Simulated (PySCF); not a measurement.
# C4H4AlF3O2: runs on many settings

Aim: see how C4H4AlF3O2 (`FC(F)(F)C1=C[O][AlH2-][O+]=C1`) answers to the choice of functional, basis, grid and SCF options.

Programs: PySCF 2.14.0, with density-fitted response routines of our own. Each step states its level of theory. These are calculated values for one molecule in the gas phase, unless marked as measured. Atoms are numbered from 0 throughout.

## 1. Starting geometry

14 atoms, charge 0, multiplicity 1; geometry from: GFN2-xTB.

Bonds of the start (Å): F0–C1 1.35, C1–F2 1.34, C1–F3 1.34, C1–C4 1.50, C4–C5 1.40, C5–O6 1.25, O6–Al7 1.84, Al7–O8 1.84, O8–C9 1.25, C9–C4 1.40, C5–H10 1.10, Al7–H11 1.54, Al7–H12 1.53, C9–H13 1.10.

## 2. Nuclear shieldings: PBE0/pcSseg-1

The job: settings as JSON, then the geometry in Å.

```
{"job": {"kind": "nmr", "xc": "PBE0", "basis": "pcSseg-1"}, "charge": 0, "multiplicity": 1}
F      2.696767     0.947261     0.639264
C      2.155376    -0.068844    -0.056588
F      2.656563    -1.192391     0.469657
F      2.642877     0.031896    -1.300207
C      0.656106    -0.041625    -0.027796
C     -0.041805     0.759147    -0.938223
O     -1.292000     0.853256    -0.966185
Al    -2.607432     0.086458     0.065507
O     -1.298621    -0.766553     1.032493
C     -0.048051    -0.773750     0.933202
H      0.533824     1.336006    -1.674491
H     -3.345062    -0.967668    -0.772049
H     -3.228506     1.189698     0.932945
H      0.519284    -1.393365     1.640306
```

Level: GIAO PBE0/pcSseg-1 NMR shielding, non-relativistic, gas phase.

Run with:

```sh
> OMP_NUM_THREADS=1 python probes_run.py task.json out
```

This one command runs all jobs of the session in turn.

What it wrote:

```text
coarse grid: 13880 points
cycle   1  E = -846.1470590132  dE =  1.889e+00  |g| = 1.243e+00  |ddm| = 3.570e+00
cycle   2  E = -845.4574787110  dE =  6.896e-01  |g| = 2.326e+00  |ddm| = 2.670e+00
cycle   3  E = -846.4005931885  dE = -9.431e-01  |g| = 2.881e-01  |ddm| = 2.166e+00
cycle   4  E = -846.4168317006  dE = -1.624e-02  |g| = 9.638e-02  |ddm| = 3.050e-01
cycle   5  E = -846.4183764044  dE = -1.545e-03  |g| = 1.896e-02  |ddm| = 6.161e-02
cycle   6  E = -846.4184407529  dE = -6.435e-05  |g| = 5.864e-03  |ddm| = 1.839e-02
cycle   7  E = -846.4184471804  dE = -6.428e-06  |g| = 1.133e-03  |ddm| = 5.252e-03
final grid: 135440 points
cycle   8  E = -846.5135456500  dE = -2.620e-05  |g| = 1.263e-02  |ddm| = 2.929e-02
cycle   9  E = -846.5134724975  dE =  7.315e-05  |g| = 2.351e-02  |ddm| = 2.489e-02
cycle  10  E = -846.5135737377  dE = -1.012e-04  |g| = 1.239e-03  |ddm| = 1.797e-02
cycle  11  E = -846.5135740363  dE = -2.986e-07  |g| = 3.613e-04  |ddm| = 1.394e-03
cycle  12  E = -846.5135740536  dE = -1.734e-08  |g| = 9.308e-05  |ddm| = 2.467e-04
cycle  13  E = -846.5135740548  dE = -1.181e-09  |g| = 2.519e-05  |ddm| = 7.192e-05
cycle  14  E = -846.5135740549  dE = -1.176e-10  |g| = 7.637e-06  |ddm| = 2.147e-05
converged SCF energy = -846.5135740549

GIAO shielding tensors (ppm)
atom      isotropic    diamagn.    paramagn.     s11        s22        s33       span
  0 F      228.533     473.025    -244.492    144.095    215.980    325.524    181.430
  1 C       54.225     239.058    -184.833     47.804     55.695     59.176     11.372
  2 F      262.167     472.834    -210.667    183.977    257.579    344.944    160.967
  3 F      255.107     473.009    -217.903    177.611    245.070    342.639    165.027
  4 C       69.030     271.111    -202.080    -29.670     90.492    146.269    175.940
  5 C       -4.844     244.738    -249.583   -102.030    -22.941    110.438    212.469
  6 O       13.385     397.546    -384.161   -240.950    -99.303    380.408    621.358
  7 Al     434.712     794.904    -360.192    358.724    389.765    555.649    196.925
  8 O       16.837     397.511    -380.674   -235.280    -94.442    380.232    615.512
  9 C       -4.045     244.549    -248.594   -100.242    -22.308    110.414    210.657
 10 H       22.748      28.607      -5.859     19.469     21.676     27.099      7.630
 11 H       27.308      29.452      -2.144     24.812     24.917     32.194      7.382
 12 H       27.310      29.452      -2.142     24.815     24.909     32.207      7.391
 13 H       22.752      28.734      -5.982     19.352     21.785     27.118      7.766
```

Run time: 36 s. Hardware: 1 thread of Arm Neoverse V2, shared host; peak memory 0.86 GiB.

Shifts follow as δ = σ(reference) − σ, with reference shieldings (ppm) from runs at the same level and on the same kind of geometry: ¹H TMS 31.72, ¹³C TMS 186.9, ¹⁹F CFCl3 170.9, ¹⁷O H2O 336.1, ²⁷Al AlH4- 490.0. The references are single molecules in the gas phase, so shifts against H2O, NH3, PH3, H3PO4 or CFCl3 are not on the usual liquid scales and can be off by tens of ppm. Shifts against hydride references such as AlH4− lie on their own scale. Atoms listed in one row are averaged.

| atoms | environment | σ (ppm) | δ (ppm) |
| --- | --- | --- | --- |
| C5, C9 | alkene carbon bearing oxygen | -4.4 | 191.4 |
| C1 | CF3 carbon | 54.2 | 132.7 |
| C4 | β carbon of an enol-ether or enamine type C=C | 69.0 | 117.9 |
| H10, H13 | hydrogen on an alkene carbon bearing oxygen | 22.75 | 8.97 |
| H11, H12 | hydrogen on an aluminium bonded to 2 O, in a 6-membered ring | 27.31 | 4.41 |
| F0, F2, F3 | fluorine of a CF3 group | 248.6 | -77.7 |
| O6, O8 | oxygen bonded to C, Al, in a 6-membered ring | 15.1 | 321.0 |
| Al7 | aluminium bonded to 2 O, 2 H, in a 6-membered ring | 434.7 | 55.3 |

The run also stored atomic charges by several schemes (e):

| atoms | Mulliken | IAO | Hirshfeld | ESP fit |
| --- | --- | --- | --- | --- |
| F0, F2, F3 | -0.27 | -0.28 | -0.09 | -0.18 |
| C1 | 0.93 | 0.81 | 0.25 | 0.54 |
| C4 | -0.69 | -0.24 | -0.10 | -0.46 |
| C5, C9 | 0.50 | 0.24 | 0.13 | 0.46 |
| O6, O8 | -0.56 | -0.46 | -0.18 | -0.46 |
| Al7 | 0.94 | 0.87 | 0.44 | 0.89 |

Mayer bond orders: F0–C1 1.01, C1–F2 0.99, C1–F3 0.99, C1–C4 0.99, C4–C5 1.30, C5–O6 1.40, O6–Al7 0.48, Al7–O8 0.48, O8–C9 1.39, C9–C4 1.31.

Ring of atoms C4, C5, O6, Al7, O8, C9: NICS(0) 3.4, NICS(1) 0.0, NICS(1)zz 4.0 ppm (means of both faces).

## 3. Excited states and response: PBE0/def2-SVPD

The job, as its differences from that of step 2:

```diff
@@ -1,2 +1,2 @@
-{"job": {"kind": "nmr", "xc": "PBE0", "basis": "pcSseg-1"}, "charge": 0, "multiplicity": 1}
+{"job": {"kind": "uv", "xc": "PBE0", "basis": "def2-SVPD", "nstates": 6, "ntriplets": 2}, "charge": 0, "multiplicity": 1}
 F      2.696767     0.947261     0.639264
```

Level: TDDFT PBE0/def2-SVPD, vertical, gas phase, core orbitals frozen in the response.

What it wrote:

```text
coarse grid: 13880 points
cycle   1  E = -845.6973581721  dE =  1.820e+00  |g| = 1.181e+00  |ddm| = 7.201e+00
cycle   2  E = -845.0258067729  dE =  6.716e-01  |g| = 2.239e+00  |ddm| = 6.077e+00
cycle   3  E = -845.9401438437  dE = -9.143e-01  |g| = 2.764e-01  |ddm| = 4.596e+00
cycle   4  E = -845.9556347006  dE = -1.549e-02  |g| = 9.056e-02  |ddm| = 6.125e-01
cycle   5  E = -845.9570955305  dE = -1.461e-03  |g| = 1.769e-02  |ddm| = 1.466e-01
cycle   6  E = -845.9571549967  dE = -5.947e-05  |g| = 5.386e-03  |ddm| = 4.897e-02
cycle   7  E = -845.9571607601  dE = -5.763e-06  |g| = 9.736e-04  |ddm| = 1.139e-02
final grid: 135440 points
cycle   8  E = -846.0809999440  dE = -2.648e-05  |g| = 1.159e-02  |ddm| = 1.780e-01
cycle   9  E = -846.0809363686  dE =  6.358e-05  |g| = 2.148e-02  |ddm| = 5.440e-02
cycle  10  E = -846.0810248793  dE = -8.851e-05  |g| = 1.277e-03  |ddm| = 3.594e-02
cycle  11  E = -846.0810252160  dE = -3.367e-07  |g| = 3.190e-04  |ddm| = 3.045e-03
cycle  12  E = -846.0810252311  dE = -1.514e-08  |g| = 8.329e-05  |ddm| = 6.011e-04
cycle  13  E = -846.0810252323  dE = -1.154e-09  |g| = 2.706e-05  |ddm| = 2.763e-04
cycle  14  E = -846.0810252324  dE = -1.432e-10  |g| = 7.764e-06  |ddm| = 4.774e-05
converged SCF energy = -846.0810252324

Static polarisability (au): isotropic 79.990, principal 61.733 80.985 97.251

Singlet excitations
state   eV       nm        f      main configurations
  1   3.8587    321.3   0.01289   H->L 0.98
  2   4.3364    285.9   0.00120   H-2->L 0.99
  3   5.3463    231.9   0.14162   H-1->L 0.96
  4   5.5812    222.1   0.00084   H-3->L 0.81, H-4->L 0.16
  5   6.1562    201.4   0.00018   H-4->L 0.78, H-3->L 0.18
  6   6.8278    181.6   0.00019   H->L+3 0.96

Triplet excitations (Tamm-Dancoff, eV): 2.9910 3.9534
```

Run time: 49 s. Hardware: 1 thread of Arm Neoverse V2, shared host; peak memory 1 GiB.

The orbitals next to the gap, with their largest atomic shares:

| orbital | eV | atoms |
| --- | --- | --- |
| HOMO−3 | -9.88 | Al7 35 %, H12 22 %, H11 22 % |
| HOMO−2 | -9.23 | O8 32 %, O6 31 %, C9 8 % |
| HOMO−1 | -8.97 | C4 24 %, Al7 15 %, O8 10 % |
| HOMO | -7.84 | Al7 23 %, H12 19 %, H11 19 % |
| LUMO | -2.97 | C5 26 %, C9 25 %, O6 16 % |
| LUMO+1 | 0.15 | C4 18 %, C9 16 %, C5 16 % |
| LUMO+2 | 0.28 | Al7 26 %, C9 13 %, C5 12 % |

With each of the 6 states as a Gaussian band of 0.4 eV half-width at 1/e, the curve within the window shown has maxima at 320 nm (ε 530), 232 nm (ε 5,800) L/(mol cm). Beyond the last state computed it falls off for lack of states. The curve at chosen wavelengths:

nm, ε (L/mol/cm) and a bar:
```
      174          4 
      182          8 
      190          9 
      199         53 
      207        444 ##
      215       1915 ##########
      223       4331 #######################
      232       5758 ##############################
      240       4705 #########################
      248       2723 ##############
      256       1198 ######
      265        388 ##
      273        166 #
      281        148 #
      289        216 #
      298        335 ##
      306        442 ##
      314        515 ###
      322        533 ###
      331        488 ###
      339        408 ##
      347        315 ##
      355        227 #
      364        146 #
      372         93 
      380         57
```

Further results of this job:

| property | computed |
| --- | --- |
| dipole moment (D) | 1.11 |
| polarisability (Å³) | 11.85 |
| HOMO–LUMO gap (eV) | 4.87 |
| −ε(HOMO) (eV) | 7.84 |

## 4. Shielding tensors: PBE0/pcSseg-1

The job, as its differences from that of step 3:

```diff
@@ -1,2 +1,2 @@
-{"job": {"kind": "uv", "xc": "PBE0", "basis": "def2-SVPD", "nstates": 6, "ntriplets": 2}, "charge": 0, "multiplicity": 1}
+{"job": {"kind": "nmr", "xc": "PBE0", "basis": "pcSseg-1", "pop": false, "grid": 3}, "charge": 0, "multiplicity": 1}
 F      2.696767     0.947261     0.639264
```

With the program's defaults for keys left out, this is: GIAO PBE0/pcSseg-1 NMR shielding, non-relativistic, gas phase.

What it wrote:

```text
coarse grid: 13880 points
cycle   1  E = -846.1470590132  dE =  1.889e+00  |g| = 1.243e+00  |ddm| = 3.570e+00
cycle   2  E = -845.4574787110  dE =  6.896e-01  |g| = 2.326e+00  |ddm| = 2.670e+00
cycle   3  E = -846.4005931885  dE = -9.431e-01  |g| = 2.881e-01  |ddm| = 2.166e+00
cycle   4  E = -846.4168317006  dE = -1.624e-02  |g| = 9.638e-02  |ddm| = 3.050e-01
cycle   5  E = -846.4183764044  dE = -1.545e-03  |g| = 1.896e-02  |ddm| = 6.161e-02
cycle   6  E = -846.4184407529  dE = -6.435e-05  |g| = 5.864e-03  |ddm| = 1.839e-02
cycle   7  E = -846.4184471804  dE = -6.428e-06  |g| = 1.133e-03  |ddm| = 5.252e-03
final grid: 185840 points
cycle   8  E = -846.5135395545  dE = -2.626e-05  |g| = 1.264e-02  |ddm| = 2.936e-02
cycle   9  E = -846.5134663367  dE =  7.322e-05  |g| = 2.352e-02  |ddm| = 2.490e-02
cycle  10  E = -846.5135676626  dE = -1.013e-04  |g| = 1.238e-03  |ddm| = 1.798e-02
cycle  11  E = -846.5135679608  dE = -2.982e-07  |g| = 3.614e-04  |ddm| = 1.393e-03
cycle  12  E = -846.5135679782  dE = -1.735e-08  |g| = 9.312e-05  |ddm| = 2.467e-04
cycle  13  E = -846.5135679794  dE = -1.187e-09  |g| = 2.518e-05  |ddm| = 7.198e-05
cycle  14  E = -846.5135679795  dE = -1.146e-10  |g| = 7.634e-06  |ddm| = 2.145e-05
converged SCF energy = -846.5135679795

GIAO shielding tensors (ppm)
atom      isotropic    diamagn.    paramagn.     s11        s22        s33       span
  0 F      228.533     473.025    -244.492    144.094    215.981    325.524    181.430
  1 C       54.225     239.059    -184.833     47.804     55.695     59.176     11.372
  2 F      262.167     472.834    -210.668    183.978    257.580    344.943    160.965
  3 F      255.107     473.010    -217.902    177.611    245.071    342.639    165.028
  4 C       69.030     271.110    -202.079    -29.671     90.491    146.271    175.942
  5 C       -4.846     244.738    -249.584   -102.031    -22.943    110.438    212.469
  6 O       13.381     397.546    -384.165   -240.956    -99.305    380.404    621.360
  7 Al     434.710     794.904    -360.194    358.723    389.761    555.647    196.923
  8 O       16.834     397.511    -380.676   -235.283    -94.446    380.232    615.514
  9 C       -4.045     244.549    -248.593   -100.241    -22.308    110.414    210.655
 10 H       22.748      28.607      -5.859     19.469     21.676     27.099      7.630
 11 H       27.308      29.452      -2.144     24.812     24.916     32.194      7.382
 12 H       27.310      29.452      -2.142     24.815     24.909     32.206      7.391
 13 H       22.752      28.734      -5.982     19.353     21.785     27.118      7.766
```

Run time: 31 s. Hardware: 1 thread of Arm Neoverse V2, shared host; peak memory 0.88 GiB.

This run: δ C5 191.4, C1 132.7, C4 117.9, F0 -77.7, H10 8.97, H11 4.41 ppm (means over like atoms).

## 5. Shielding tensors: PBE0/def2-SVP

The job, as its differences from that of step 4:

```diff
@@ -1,2 +1,2 @@
-{"job": {"kind": "nmr", "xc": "PBE0", "basis": "pcSseg-1", "pop": false, "grid": 3}, "charge": 0, "multiplicity": 1}
+{"job": {"kind": "nmr", "xc": "PBE0", "basis": "def2-SVP", "pop": true}, "charge": 0, "multiplicity": 1}
 F      2.696767     0.947261     0.639264
```

Method: GIAO PBE0/def2-SVP NMR shielding, non-relativistic, gas phase.

What it wrote:

```text
coarse grid: 13880 points
cycle   1  E = -845.6408202655  dE =  1.821e+00  |g| = 1.231e+00  |ddm| = 4.140e+00
cycle   2  E = -844.9528661769  dE =  6.880e-01  |g| = 2.285e+00  |ddm| = 3.297e+00
cycle   3  E = -845.9028630994  dE = -9.500e-01  |g| = 2.873e-01  |ddm| = 2.569e+00
cycle   4  E = -845.9197706499  dE = -1.691e-02  |g| = 9.067e-02  |ddm| = 3.699e-01
cycle   5  E = -845.9212507555  dE = -1.480e-03  |g| = 1.687e-02  |ddm| = 7.369e-02
cycle   6  E = -845.9213100777  dE = -5.932e-05  |g| = 5.276e-03  |ddm| = 2.086e-02
cycle   7  E = -845.9213157136  dE = -5.636e-06  |g| = 9.393e-04  |ddm| = 5.635e-03
final grid: 135440 points
cycle   8  E = -846.0452252192  dE = -1.769e-05  |g| = 1.148e-02  |ddm| = 2.882e-02
cycle   9  E = -846.0451628787  dE =  6.234e-05  |g| = 2.120e-02  |ddm| = 2.850e-02
cycle  10  E = -846.0452499959  dE = -8.712e-05  |g| = 1.199e-03  |ddm| = 2.024e-02
cycle  11  E = -846.0452502866  dE = -2.907e-07  |g| = 2.678e-04  |ddm| = 1.470e-03
cycle  12  E = -846.0452502976  dE = -1.103e-08  |g| = 6.504e-05  |ddm| = 2.715e-04
cycle  13  E = -846.0452502983  dE = -7.149e-10  |g| = 2.303e-05  |ddm| = 7.886e-05
converged SCF energy = -846.0452502983

GIAO shielding tensors (ppm)
atom      isotropic    diamagn.    paramagn.     s11        s22        s33       span
  0 F      254.825     471.034    -216.209    177.308    249.032    338.135    160.828
  1 C       66.695     243.235    -176.540     59.269     69.319     71.497     12.229
  2 F      284.066     471.924    -187.858    211.997    286.600    353.601    141.604
  3 F      277.445     472.079    -194.634    206.972    274.900    350.464    143.492
  4 C       82.953     276.278    -193.325    -10.360     99.590    159.630    169.989
  5 C       14.933     250.896    -235.963    -77.564     -4.073    126.436    204.000
  6 O       38.360     394.903    -356.543   -209.037    -64.396    388.511    597.548
  7 Al     470.942     795.931    -324.989    402.441    430.765    579.621    177.181
  8 O       41.401     394.893    -353.491   -203.741    -60.207    388.153    591.894
  9 C       15.673     250.772    -235.099    -75.798     -3.503    126.319    202.117
 10 H       23.093      30.667      -7.573     19.918     21.906     27.456      7.538
 11 H       27.325      29.933      -2.608     24.816     24.950     32.208      7.392
 12 H       27.326      29.933      -2.607     24.820     24.923     32.235      7.415
 13 H       23.115      30.814      -7.699     19.810     22.052     27.483      7.673
```

Run time: 20 s. Hardware: 1 thread of Arm Neoverse V2, shared host; peak memory 0.79 GiB.

Key values: δ C5 180.9, C1 129.5, C4 113.2, F0 -63.3, H10 8.70, H11 4.48 ppm (means over like atoms).

## 6. Shielding tensors: HSE06/pcSseg-1

The job, as its differences from that of step 5:

```diff
@@ -1,2 +1,2 @@
-{"job": {"kind": "nmr", "xc": "PBE0", "basis": "def2-SVP", "pop": true}, "charge": 0, "multiplicity": 1}
+{"job": {"kind": "nmr", "xc": "HSE06", "basis": "pcSseg-1", "pop": false, "gauge": [0, 0, 0], "scf": {"max_cycle": 51}}, "charge": 0, "multiplicity": 1}
 F      2.696767     0.947261     0.639264
```

Level: common gauge origin HSE06/pcSseg-1 NMR shielding, non-relativistic, gas phase.

What it wrote:

```text
final grid: 135440 points
cycle   1  E = -846.3127337167  dE =  1.859e+00  |g| = 1.252e+00  |ddm| = 3.586e+00
cycle   2  E = -845.4531595546  dE =  8.596e-01  |g| = 2.495e+00  |ddm| = 2.931e+00
cycle   3  E = -846.5579187279  dE = -1.105e+00  |g| = 3.402e-01  |ddm| = 2.486e+00
cycle   4  E = -846.5815219613  dE = -2.360e-02  |g| = 1.084e-01  |ddm| = 3.772e-01
cycle   5  E = -846.5834655410  dE = -1.944e-03  |g| = 2.240e-02  |ddm| = 6.822e-02
cycle   6  E = -846.5835642691  dE = -9.873e-05  |g| = 6.928e-03  |ddm| = 2.307e-02
cycle   7  E = -846.5835724510  dE = -8.182e-06  |g| = 1.524e-03  |ddm| = 6.557e-03
cycle   8  E = -846.5835733087  dE = -8.577e-07  |g| = 3.348e-04  |ddm| = 1.344e-03
cycle   9  E = -846.5835733631  dE = -5.442e-08  |g| = 1.480e-04  |ddm| = 3.976e-04
cycle  10  E = -846.5835733666  dE = -3.566e-09  |g| = 6.391e-05  |ddm| = 1.598e-04
cycle  11  E = -846.5835733674  dE = -7.446e-10  |g| = 1.525e-05  |ddm| = 5.939e-05
converged SCF energy = -846.5835733674

GIAO shielding tensors (ppm)
atom      isotropic    diamagn.    paramagn.     s11        s22        s33       span
  0 F      255.480     516.701    -261.221    156.989    209.363    400.088    243.099
  1 C      139.469     593.159    -453.690    108.482    148.208    161.717     53.235
  2 F      266.023     510.778    -244.756    161.812    236.944    399.312    237.500
  3 F      262.669     511.825    -249.157    158.253    231.103    398.650    240.397
  4 C      147.395     600.948    -453.553      7.520    180.186    254.479    246.959
  5 C       58.745     508.510    -449.765    -68.831     44.813    200.253    269.083
  6 O       47.578     547.550    -499.972   -257.565    -21.975    422.275    679.840
  7 Al     438.288     854.239    -415.952    377.011    378.644    559.209    182.198
  8 O       51.029     547.471    -496.442   -251.859    -17.060    422.006    673.865
  9 C       59.340     507.730    -448.390    -67.589     45.605    200.005    267.593
 10 H       48.295      88.898     -40.603     14.383     56.197     74.304     59.920
 11 H       -3.891     -15.163      11.272    -56.153    -25.901     70.380    126.533
 12 H       -3.787     -14.904      11.117    -56.186    -25.774     70.600    126.785
 13 H       48.127      88.274     -40.147     13.886     55.976     74.520     60.634
```

Wall time 32 s (1 thread of Arm Neoverse V2, shared host); peak memory 1.1 GiB.

A normal end doesn't make this result sound: a common gauge origin replaces GIAOs, so the shieldings depend on where the origin lies. Its shieldings differ from those of step 2 (PBE0/pcSseg-1) by up to 85 ppm (C1).

## 7. Summary of results

| quantity | value |
| --- | --- |
| ¹³C shifts against TMS (PBE0/pcSseg-1, means over atoms taken as alike) | 191.4, 132.7, 117.9 ppm |
| ¹H shifts against TMS (PBE0/pcSseg-1, means over atoms taken as alike) | 8.97, 4.41 ppm |
| ¹⁹F shifts against CFCl3 (PBE0/pcSseg-1, means over atoms taken as alike) | -77.7 ppm |
| ¹⁷O shifts against H2O (PBE0/pcSseg-1, means over atoms taken as alike) | 321.0 ppm |
| ²⁷Al shifts against AlH4- (PBE0/pcSseg-1) | 55.3 ppm |
| lowest singlet (PBE0/def2-SVPD) | 3.86 eV (321 nm), f = 0.013 |
| brightest single state of those computed | state 3, 5.35 eV, f = 0.142 |
| lowest triplet | 2.99 eV |
| property runs in this session | 5, of which 0 failed and 1 gave unsound results |

What this shows: Single values in the summary come from the first run of each kind that ended normally (PBE0/pcSseg-1; PBE0/def2-SVPD), which need not be the best level. C5, C9 (mean) (alkene carbon bearing oxygen) lies farthest downfield among carbon, at 191.4 ppm; an sp2 carbon further deshielded by the attached heteroatom. At PBE0/pcSseg-1: The largest span, 618 ppm, is at O6, O8, where the paramagnetic term is -382 ppm. The lowest singlet, at 3.86 eV, is HOMO→LUMO 0.98 and is weak; of the 6 states computed, the strongest absorption comes from state 3 at 5.35 eV. The lowest triplet lies 0.87 eV below the lowest singlet (triplets in Tamm-Dancoff, singlets in full TDDFT).
